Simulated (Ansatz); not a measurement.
Write a Python script for Ansatz 0.2.0 through its Python package that makes a cohesive energy from free atoms of SrCa3 and its free atoms. Settings (first run): PBEsol, PAW, cutoff 490 eV, Gaussian smearing of 0.02 eV.

The script, `cohesive_srca3.py`:
```python
"""Binding of SrCa3 against spin-polarised atoms in a box."""

from collections import Counter
import warnings

import ansatz

FUNCTIONAL = "PBEsol"
TOLERANCE = 1e-07
MAX_SCF = 100
N_EMPTY = 12
K_SPACING = 0.26
SMEARING = "gaussian"
SMEARING_WIDTH = 0.02

PHASES = {
    "SrCa3": (
        [[5.716766, 0.0, 0.0], [0.0, 5.716766, 0.0], [0.0, 0.0, 5.716766]],
        [
            ("Sr", [0.0, 0.0, 0.0]),
            ("Ca", [0.0, 0.5, 0.5]),
            ("Ca", [0.5, 0.0, 0.5]),
            ("Ca", [0.5, 0.5, 0.0]),
        ],
    ),
}


def build(vectors, sites):
    crystal = ansatz.Crystal(lattice=ansatz.Lattice.of(vectors))
    for symbol, position in sites:
        crystal = crystal.atom(symbol, position)
    return crystal


def counts(outcome):
    return Counter(site.symbol for site in outcome.lattice.sites)

UNPAIRED = {"Sr": 0, "Ca": 0}  # unpaired electrons of the free atoms


def solve(name, crystal):
    calc = (
        crystal.calculation()
        .functional(FUNCTIONAL)
        .basis(18 * ansatz.Ha, xc_grid=2)
        .scf(tolerance=TOLERANCE, max_iterations=MAX_SCF, extra_bands=N_EMPTY)
        .kpoints(spacing=K_SPACING)
        .occupations(SMEARING, width=SMEARING_WIDTH)
    )
    if name.endswith(" atom"):
        calc = calc.kpoints(1, 1, 1).occupations("fermi_dirac", width=0.01)
        if UNPAIRED[name.split()[0]]:
            calc = calc.spin("collinear")
        return calc.run()
    calc = calc.relax(force_tolerance=0.02, cell=True)
    return calc.run()


def main() -> None:
    warnings.simplefilter("ignore", ansatz.DeckWarning)

    phases = {name: build(*cell) for name, cell in PHASES.items()}
    # a box with unlike edges lets an open shell break the spherical symmetry
    for element, moment in UNPAIRED.items():
        phases[f"{element} atom"] = ansatz.Lattice.orthorhombic(9.0, 9.5, 10.0).atom(element, (0.5, 0.5, 0.5), moment=moment or None)

    done = {}
    for name, crystal in phases.items():
        done[name] = solve(name, crystal)
        print(f"{name}: {done[name].report['energy_sigma0_ev']:.4f} eV, {len(done[name].lattice.sites)} atoms")

    print({element: round(done[f"{element} atom"].report["magnetization_mub"], 2) for element in UNPAIRED}, "muB on the free atoms")
    solid = done["SrCa3"]
    n = counts(solid)
    binding = (sum(k * done[f"{e} atom"].report["energy_sigma0_ev"] for e, k in n.items()) - solid.report["energy_sigma0_ev"]) / sum(n.values())
    print(f"cohesive energy {binding:.3f} eV/atom = {96.4853 * binding:.0f} kJ/mol of atoms (no zero-point energy)")


if __name__ == "__main__":
    main()
```

Running `python cohesive_srca3.py` prints:
```text
SrCa3: -8873.3643 eV, 4 atoms
Sr atom: -3490.4977 eV, 1 atoms
Ca atom: -1791.6880 eV, 1 atoms
{'Sr': 0.0, 'Ca': 0.0} muB on the free atoms
cohesive energy 1.951 eV/atom = 188 kJ/mol of atoms (no zero-point energy)
```

Reading the output:
- The settings weren't tested for convergence.
- Other magnetic orders than the one started from may lie lower.
- For the metals among these phases the mesh is modest: differences between phases can be off by up to 40 meV an atom.
- The program warned that this SCF threshold is loose for forces or stresses.
- The cells come from databases of deposited and of computed structures, and not all need be stable phases.
- Free atoms in a box carry small image and symmetry errors, and spin-orbit coupling is left out.
- The script silences the warnings on its input, which a real study should read.
- The whole script took 40 s on 1 thread of Arm Neoverse N1, with other jobs on the host, peak memory 0.67 GiB.
